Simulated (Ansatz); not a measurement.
# La3Si2O: the cost of one run

Computed with Ansatz 0.2.0 (DFT PBE, scalar-relativistic, plane waves, PAW, unless a step's input says otherwise).

1 further run of the same task is left out (it didn't finish).

**1. The starting structure**

The structure is hexagonal, space group P6_3/mmc (No. 194). Conventional cell: a = 6.131 Å, b = 6.131 Å, c = 8.470 Å, α = 90.00°, β = 90.00°, γ = 120.00°. La (site symmetry mm2) has 1 O at 1.62 Å and 2 Si at 2.10 Å in its first shell of neighbours. Around Si (site symmetry 3m) lie 1 O at 1.33 Å and 1 Si at 1.58 Å and 3 La at 2.10 Å. O (site symmetry -6m2) is surrounded by 2 Si at 1.33 Å and 3 La at 1.62 Å.

Structure file:

```
La Si O
1.0
     6.13111    0.00000    0.00000
    -3.06556    5.30970    0.00000
     0.00000    0.00000    8.47036
La Si O
6 4 2
Direct
  0.15257 0.84743 0.25000
  0.15257 0.30514 0.25000
  0.69486 0.84743 0.25000
  0.84743 0.15257 0.75000
  0.84743 0.69486 0.75000
  0.30514 0.15257 0.75000
  0.00000 0.00000 0.09315
  0.00000 0.00000 0.40685
  0.00000 0.00000 0.90685
  0.00000 0.00000 0.59315
  0.00000 0.00000 0.25000
  0.00000 0.00000 0.75000
```

A structure generator made this guess: random cell by space group and Wyckoff sites (P6_3/mmc, No. 194). Its size is a rough estimate.

**2. A first look at the guess**

File input.yaml:

```yaml
crystal:
  lattice:
    - [6.13111417, 0.0, 0.0]
    - [-3.06555709, 5.30970063, 0.0]
    - [0.0, 0.0, 8.47035899]
  atoms:
    - { symbol: La, position: [0.15256827, 0.84743173, 0.25] }
    - { symbol: La, position: [0.15256827, 0.30513655, 0.25] }
    - { symbol: La, position: [0.69486345, 0.84743173, 0.25] }
    - { symbol: La, position: [0.84743173, 0.15256827, 0.75] }
    - { symbol: La, position: [0.84743173, 0.69486345, 0.75] }
    - { symbol: La, position: [0.30513655, 0.15256827, 0.75] }
    - { symbol: Si, position: [0.0, 0.0, 0.09315059] }
    - { symbol: Si, position: [0.0, 0.0, 0.40684941] }
    - { symbol: Si, position: [0.0, 0.0, 0.90684941] }
    - { symbol: Si, position: [0.0, 0.0, 0.59315059] }
    - { symbol: O, position: [0.0, 0.0, 0.25] }
    - { symbol: O, position: [0.0, 0.0, 0.75] }
basis:
  ecutwfc: 420
kpoints:
  mp_grid: { grid: [3, 3, 2] }
hamiltonian:
  xc: pbe
scf:
  occupations: { method: gaussian, width: 0.1 }
  lower_state_search: "off"
output:
  forces: true
  stress: true
  eigenvalues: true
```

Started as:

```
ansatz run input.yaml --threads 1 --pin off --max-ram 2560MiB --backend cpu --events-out ev --progress --plain --runs-dir out
```

What time and memory should one allow on 1 thread of Arm Neoverse V1, shared host?

About 15 s, with a peak of 0.56 GiB.
